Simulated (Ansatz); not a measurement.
# CH5AlClN: the cost of one run

Program: Ansatz 0.2.0. Level of theory: RKS B3LYP-D4/def2-SVP. These are calculated values, not measurements.

**1. The structure to begin with**

Bond lengths: C1–Al2 1.948 Å, Al2–N3 1.887 Å, Al2–Cl4 2.175 Å, C1–H5 1.117 Å, C1–H6 1.113 Å, C1–H7 1.146 Å, N3–H8 1.027 Å, N3–H9 1.085 Å. Angles: C1–Al2–N3 119.4°, C1–Al2–Cl4 120.8°, N3–Al2–Cl4 119.8°, Al2–C1–H5 112.4°, Al2–C1–H6 113.5°, Al2–C1–H7 109.8°, H5–C1–H6 110.6°, H5–C1–H7 105.4°, H6–C1–H7 104.7°, Al2–N3–H8 108.8°, Al2–N3–H9 108.6°, H8–N3–H9 103.4°.

As a file:

```xyz
9

C    -0.2065    1.3644   -0.5903
Al   -0.2672   -0.5390   -0.1817
N     0.4139   -1.1542    1.4670
Cl   -1.0124   -1.9678   -1.6427
H     0.3418    1.5777   -1.5395
H     0.1961    1.9839    0.2420
H    -1.2694    1.7589   -0.7585
H     0.4277   -2.1814    1.4573
H     1.4645   -0.8887    1.5293
```

**2. Relaxing end A**

Contents of input.yaml:

```yaml
crystal:
  periodic: [false, false, false]
  atoms:
    - { symbol: C, position_ang: [-0.2065, 1.3644, -0.5903] }
    - { symbol: Al, position_ang: [-0.2672, -0.539, -0.1817] }
    - { symbol: "N", position_ang: [0.4139, -1.1542, 1.467] }
    - { symbol: Cl, position_ang: [-1.0124, -1.9678, -1.6427] }
    - { symbol: H, position_ang: [0.3418, 1.5777, -1.5395] }
    - { symbol: H, position_ang: [0.1961, 1.9839, 0.242] }
    - { symbol: H, position_ang: [-1.2694, 1.7589, -0.7585] }
    - { symbol: H, position_ang: [0.4277, -2.1814, 1.4573] }
    - { symbol: H, position_ang: [1.4645, -0.8887, 1.5293] }
basis:
  gaussian: { orbitals: def2-SVP }
hamiltonian:
  xc: b3lyp
  dispersion: d4
relax:
  f_tol: 0.015
  max_steps: 40
```

On the command line:

```
> ansatz run input.yaml --threads 1 --pin off --max-ram 2048MiB --backend cpu --events-out ev --progress --plain --runs-dir out
```

Q: Estimate wall time and peak memory on 1 thread of an Arm CPU, shared host.

About 26 s, with a peak of 0.17 GiB.
